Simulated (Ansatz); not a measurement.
Na3Ga, space group Fm-3m, a single point from a YAML input

Run with Ansatz 0.2.0, Python API.

`input.yaml`
```yaml
crystal:
  lattice:
    - [0.0, 3.825621, 3.825621]
    - [3.825621, 0.0, 3.825621]
    - [3.825621, 3.825621, 0.0]
  atoms:
    - { symbol: Na, position: [0.25, 0.25, 0.25] }
    - { symbol: Na, position: [0.75, 0.75, 0.75] }
    - { symbol: Na, position: [0.5, 0.5, 0.5] }
    - { symbol: Ga, position: [0.0, 0.0, 0.0] }
kpoints:
  mp_grid: { grid: [5, 5, 5] }
hamiltonian:
  xc: pbesol
scf:
  occupations: { method: gaussian, width: 0.15 }
basis:
  ecutwfc: "31 Ry"
output:
  stress: true
  eigenvalues: true
```

The script, `yaml_run.py`:
```python
"""Run a YAML input for Na3Ga from Python."""

import ansatz as az

res = az.Session.from_deck("input.yaml").plan().execute()
summary = res.report

print("%-22s %14.5f eV" % ("F = E - TS", summary["free_energy_ev"]))
print("%-22s %14.5f eV" % ("E", summary["internal_energy_ev"]))
print("%-22s %14.5f eV" % ("Harris-Foulkes", summary["harris_foulkes_ev"]))
print("%-22s %14.5f eV" % ("Fermi level", summary["fermi_energy_ev"]))

print("band  energy (eV)  occupation, at k =", summary["kpoints_frac"][0])
for band, (e, occ) in enumerate(zip(summary["eigenvalues_ev"][0], summary["occupations"][0]), start=1):
    print(f"{band:4d} {e:12.4f} {occ:9.4f}")
```

```console
$ python yaml_run.py
F = E - TS                -8170.61219 eV
E                         -8170.58125 eV
Harris-Foulkes            -8170.61219 eV
Fermi level                   3.32122 eV
band  energy (eV)  occupation, at k = [0.0, 0.0, 0.0]
   1     -49.2134    2.0000
   2     -48.7705    2.0000
   3     -48.7692    2.0000
   4     -21.3011    2.0000
   5     -21.3011    2.0000
   6     -21.3011    2.0000
   7     -20.8666    2.0000
   8     -20.8666    2.0000
   9     -20.8666    2.0000
  10     -20.8526    2.0000
  11     -20.8526    2.0000
  12     -20.8526    2.0000
  13     -11.3106    2.0000
  14     -11.3106    2.0000
  15     -11.3106    2.0000
  16     -11.3060    2.0000
  17     -11.3060    2.0000
  18      -2.7965    2.0000
  19       3.9942    0.0000
  20       4.4481    0.0000
  21       4.4481    0.0000
  22       4.4481    0.0000
  23       6.9146    0.0000
  24       6.9146    0.0000
```

Reading the output:
- Absolute energies stand on the zero of these potentials, so only differences at equal settings mean something. A total without «per atom» is that of the cell as typed.
- The computed bands are complete only to about 3.1 eV above the Fermi level.
- The mesh is modest for a metal, so energies can be off by several to tens of meV an atom and pressures by half a GPa or more; differences at equal mesh fare better.
- The zero of the levels is a convention of the potentials, so an absolute Fermi energy is no work function.
- This cell is a computed structure, which may not be the phase found in nature.
- Levels are Kohn-Sham eigenvalues on this mesh, without spin-orbit coupling.
- Finished in 2 s on 1 thread of Arm Neoverse V1, on a shared host, peak memory 0.37 GiB.

(Lines on the test bed's own set-up are left out of the output.)
